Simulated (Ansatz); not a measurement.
Task: a rigid scan of one bond angle of FH3OSb2, SMILES [OH][Sb]([F])[SbH2], with the Ansatz DFT code, driven from Python. Give the script and its output. Level of theory (for the species named): CAM-B3LYP, def2-SVP basis, multiplicity 1.

```yaml
atoms:
  - { symbol: O, position_ang: [-0.3892, -1.6637, 0.2577] }
  - { symbol: Sb, position_ang: [0.7205, -0.3678, 1.3297] }
  - { symbol: F, position_ang: [2.3149, -0.8628, 0.2668] }
  - { symbol: Sb, position_ang: [0.2389, 1.7889, -0.4082] }
  - { symbol: H, position_ang: [-1.3600, -1.3102, 0.3904] }
  - { symbol: H, position_ang: [-1.5628, 1.6514, -0.0975] }
  - { symbol: H, position_ang: [0.0988, 0.6962, -1.7846] }
```

The script, `bend_fh3osb2.py`:
```python
"""Bending curve of FH3OSb2."""

import ansatz as az
from ase import Atoms

atoms = Atoms(["O", "Sb", "F", "Sb", "H", "H", "H"], positions=[
    [-0.3892, -1.6637, 0.2577],
    [0.7205, -0.3678, 1.3297],
    [2.3149, -0.8628, 0.2668],
    [0.2389, 1.7889, -0.4082],
    [-1.36, -1.3102, 0.3904],
    [-1.5628, 1.6514, -0.0975],
    [0.0988, 0.6962, -1.7846],
])

# start the scan from a relaxed geometry
first = (
    az.Crystal.molecule_from_ase(atoms).calculation()
    .basis(gaussian="def2-SVP")
    .functional("CAM-B3LYP")
    .relax(force_tolerance=0.02, max_steps=80)
)
atoms.positions = first.run(threads=1).report["positions_ang"]

rows = []
for angle in [90, 100, 110, 120, 135, 150, 165, 179]:
    bent = atoms.copy()
    bent.set_angle(1, 0, 4, angle, indices=[4])
    calc = (
        az.Crystal.molecule_from_ase(bent).calculation()
        .basis(gaussian="def2-SVP")
        .functional("CAM-B3LYP")
    )
    rows.append((angle, calc.run(threads=1).report["free_energy_ev"]))
floor = min(e for _, e in rows)
for angle, e in rows:
    print(f"angle Sb1-O0-H4 = {angle:3d} deg   {1000 * (e - floor):9.1f} meV")
```

```console
$ python bend_fh3osb2.py
angle Sb1-O0-H4 =  90 deg       260.8 meV
angle Sb1-O0-H4 = 100 deg        76.5 meV
angle Sb1-O0-H4 = 110 deg         0.0 meV
angle Sb1-O0-H4 = 120 deg         6.3 meV
angle Sb1-O0-H4 = 135 deg       123.6 meV
angle Sb1-O0-H4 = 150 deg       305.7 meV
angle Sb1-O0-H4 = 165 deg       476.6 meV
angle Sb1-O0-H4 = 179 deg       565.5 meV
```

Reading the output:
- The scan is rigid, and the energies are electronic, in a modest basis. The zero is the lowest point of the grid, which needn't be the minimum.
- def2 sets replace the cores of elements past krypton by effective core potentials.
- It ran for 2.9 min on 1 thread of Arm Neoverse V1, with other jobs on the host, peak memory 0.34 GiB.
